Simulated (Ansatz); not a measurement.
# C2H3BO: vertical ionisation energy

Aim: the vertical ionisation energy of C2H3BO, as cation minus neutral at the neutral's geometry, on several levels, and how well −ε(HOMO) stands in for it.

Program: Ansatz 0.2.0, Gaussian basis. Level of theory: unrestricted cation, the program's frozen cores in correlated methods. These are calculated values, not measurements.

Plan: UKS PBE-D4/def2-TZVPP; UKS r2SCAN-D4/def2-TZVPP; UKS PBE0-D4/def2-TZVPP; UKS B3LYP-D4/def2-TZVPP; UKS wB97X-V/def2-TZVPP; UKS wB97M-V/def2-TZVPP; UKS B2PLYP/def2-TZVPP; UHF-CCSD(T)/def2-TZVPP; UHF-MP2/def2-QZVPP; extrapolation to the limit; then −ε(HOMO) from the neutral's earlier runs with LDA (SPW92), PBE-D4, revPBE-D4, BLYP-D4, r2SCAN-D4, B97M-V, PBE0-D4, B3LYP-D4, r2SCANh-D4, r2SCAN0-D4, HSE06-D4, BHLYP-D4, CAM-B3LYP-D4, LC-ωPBE, ωB97X-V, ωB97M-V.

**1. Structure used throughout**

An earlier PBE0-D4/def2-TZVP relaxation fixed the geometry.

SMILES `OC1=CB1`, 7 atoms, charge 0, spin multiplicity 1.

Atoms are counted from 1 here; the program's logs count them from 0.

Bond lengths: O1–C2 1.325 Å, O1–H5 0.963 Å, C2–C3 1.346 Å, C2–B4 1.470 Å, C3–B4 1.469 Å, C3–H6 1.081 Å, B4–H7 1.183 Å. Angles: C2–O1–H5 108.8°, O1–C2–C3 138.0°, O1–C2–B4 159.3°, C3–C2–B4 62.7°, C2–C3–B4 62.8°, C2–C3–H6 141.1°, B4–C3–H6 156.1°, C2–B4–C3 54.5°, C2–B4–H7 153.9°, C3–B4–H7 151.6°.

Geometry (Å):

```
O    -1.6889    0.2663    0.0388
C    -0.3818    0.0558   -0.0016
C     0.5821   -0.4074    0.8151
B     0.9883    0.0131   -0.5330
H    -1.9720    0.6236   -0.8094
H     0.7241   -0.7951    1.8136
H     1.8094    0.1758   -1.3692
```

**2. Cation, UKS PBE-D4/def2-TZVPP**

The input, in.yaml:

```yaml
crystal:
  periodic: [false, false, false]
  atoms:
    - {symbol: O, position_ang: [-1.688924, 0.266273, 0.038773]}
    - {symbol: C, position_ang: [-0.381752, 0.055752, -0.001555]}
    - {symbol: C, position_ang: [0.582144, -0.407391, 0.815067]}
    - {symbol: B, position_ang: [0.988273, 0.013056, -0.532964]}
    - {symbol: H, position_ang: [-1.971978, 0.623607, -0.809438]}
    - {symbol: H, position_ang: [0.724067, -0.795103, 1.813584]}
    - {symbol: H, position_ang: [1.809372, 0.175806, -1.369167]}
basis:
  gaussian: {orbitals: def2-TZVPP}
total_charge: 1
magnetization: {spin_polarized: true, initial_magnetization: 1}
hamiltonian: {xc: pbe, dispersion: d4}
```

Command:

```console
> ansatz run in.yaml --threads 2 --pin off --events-out ev --progress --plain --max-ram 4352MiB
```

The runs that follow: Cation, UKS r2SCAN-D4/def2-TZVPP; Cation, UKS PBE0-D4/def2-TZVPP; Cation, UKS B3LYP-D4/def2-TZVPP; Cation, UKS wB97X-V/def2-TZVPP; Cation, UKS wB97M-V/def2-TZVPP; Cation, UKS B2PLYP (frozen core)/def2-TZVPP; Cation, UHF-CCSD(T)/def2-TZVPP; Cation, UHF-MP2/def2-QZVPP.

Q: Predict the results of all the runs planned. Wanted: ionisation energy, CCSD(T)/CBS; nearest functional by difference; nearest −ε(HOMO); −ε(HOMO) of PBE; T1 of the cation.

As calculated:

```
                        quantity               value
  ionisation energy, CCSD(T)/CBS            10.87 eV
nearest functional by difference   B2PLYP (-0.22 eV)
                nearest −ε(HOMO)  LC-ωPBE (-0.04 eV)
                 −ε(HOMO) of PBE             6.66 eV
                T1 of the cation               0.024
```

What this shows: By cation minus neutral, the functionals miss by 0.57 eV at most. −ε(HOMO) of PBE misses by 4.2 eV, since self-interaction lifts the level. Among orbital estimates LC-ωPBE comes nearest. Hartree-Fock falls 1.34 eV short, as the neutral has more correlation energy than the cation.
